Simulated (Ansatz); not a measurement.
# C (Diamond): the cost of one run

Computed with Ansatz 0.2.0 (DFT PBE, scalar-relativistic, plane waves, PAW, unless a step's input says otherwise).

1 further run of the same task is left out (set aside as unsound or not needed).

**1. Starting point**

The structure is cubic, space group Fd-3m (No. 227). Conventional cell: a = 3.620 Å, b = 3.620 Å, c = 3.620 Å, α = 90.00°, β = 90.00°, γ = 90.00°. C (site symmetry -43m) is surrounded by 4 C at 1.57 Å.

Structure file:

```
C
1.0
     0.00000    1.80992    1.80992
     1.80992    0.00000    1.80992
     1.80992    1.80992    0.00000
C
2
Direct
  0.00000 0.00000 0.00000
  0.25000 0.25000 0.25000
```

This cell was relaxed beforehand with the same method: volume 5.93 Å³/atom, gap on the mesh 4.16 eV.

**2. Elastic constants, atoms relaxed**

File input.yaml:

```yaml
crystal:
  lattice:
    - [0.0, 1.8099218738, 1.8099218738]
    - [1.8099218738, 0.0, 1.8099218738]
    - [1.8099218738, 1.8099218738, 0.0]
  atoms:
    - { symbol: C, position: [0.0, 0.0, 0.0] }
    - { symbol: C, position: [0.25, 0.25, 0.25] }
basis:
  ecutwfc: 240.0
kpoints:
  mp_grid: { grid: [12, 12, 12] }
hamiltonian:
  xc: pbe
scf:
  occupations: { method: fixed }
output:
  forces: true
  stress: true
  eigenvalues: true
elastic:
  mode: relaxed_ion
  stencil: two_point
```

Launch:

```bash
$ ansatz run input.yaml --threads 1 --pin off --max-ram 2560MiB --backend cpu --events-out ev --progress --plain --runs-dir out
```

What time and memory should one allow on 1 thread of AMD EPYC (Zen 3), shared host?

About 21 s, with a peak of 0.29 GiB.
